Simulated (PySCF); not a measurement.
# A diatomic session: CoH

Aim: find the lowest electronic state of CoH, scan its bond at several levels of theory, and get bond length, wavenumber and dissociation energy from each curve.

Program: PySCF 2.14.0. Level of theory: Co def2-TZVPP, H def2-TZVPP, no relativity. These are calculated values, not measurements.

### Step 1. Set-up

Settings of the job:

| Item | Value |
| --- | --- |
| atoms | Co, H |
| charge | 0 |
| basis | Co def2-TZVPP, H def2-TZVPP |
| Hamiltonian | no relativity |
| basis functions | 78 |
| electrons treated | 28 |
| masses in u | 58.9332, 1.0078 |
| levels | PBE0, PBE, r²SCAN, B2PLYP, M06-2X, M06, B3LYP, CAM-B3LYP, HF, MP2, SCS-MP2, CCSD, CCSD(T) |
| grid | 80 radial by 434 angular points |
| occupations | held fixed by the projection of orbital angular momentum |
| dissociation limit | Co + H, each in its ground configuration |
| starting distance in angstrom | 1.390 |
| values of 2S to try | 0, 2, 4, 6 |

Command:

```bash
$ OMP_NUM_THREADS=1 python dia.py task.json out
```

After this run come: The PBE0 curve of the state that the search chose; Other states along the same grid; PBE (GGA); r²SCAN (meta-GGA); B2PLYP (double hybrid); M06-2X (hybrid meta-GGA); M06 (hybrid meta-GGA); B3LYP (global hybrid GGA); CAM-B3LYP (range-separated hybrid); ROHF (mean field); Adding correlation.

Before running it: what results should come out? Wanted: for each run, Re; ωe; De; μ.

The runs gave:

Lowest PBE0 solution found, without spin–orbit coupling: triplet, unpaired electrons π ↑, δ ↑. State 2 has its PBE0 minimum 0.04 eV higher. State 3 has its PBE0 minimum 0.69 eV higher. State 4 has its PBE0 minimum 0.74 eV higher, as a spin-mixed determinant (⟨S²⟩ = 1.00), so this is no gap between pure states. The other levels ran on the lowest alone.

```csv
level,Re (Å),ωe (cm⁻¹),De (eV),μ (D)
ROHF,1.626,1557,-0.322,-4.57
ROHF-MP2,1.479,1968,3.08,n/a
ROHF-SCS-MP2,1.498,1880,2.80,n/a
ROHF-CCSD,1.527,1788,2.06,n/a
ROHF-CCSD(T),1.509,1849,2.25,n/a
PBE,1.522,1844,3.23,-2.37
r²SCAN,1.517,1878,3.11,-2.71
B3LYP,1.528,1815,2.71,-2.71
PBE0,1.531,1811,2.54,-2.93
M06,1.536,1833,2.85,-2.73
M06-2X,1.560,1670,1.98,-3.16
CAM-B3LYP,1.525,1843,2.70,-2.98
B2PLYP,1.521,1871,2.73,-3.30
```

De is counted to Co + H in their ground configurations. A positive dipole means Co(−)H(+).

In words: The methods spread over 0.147 Å in bond length, from ROHF-MP2 to ROHF. Among the levels with a De in the table, it runs from -0.322 eV (ROHF) to 3.23 eV (PBE).

Correlated steps freeze 5 core orbitals. B2PLYP dipoles, levels and charges come from its SCF part alone. A negative De means that the minimum lies above the separated atoms at that level. The state is the lowest single determinant that the PBE0 search found; with open d or f shells the true ground state can be another one. T1 is 0.057 near the minimum (highest on the curve 0.060), which may point to more than one leading configuration.
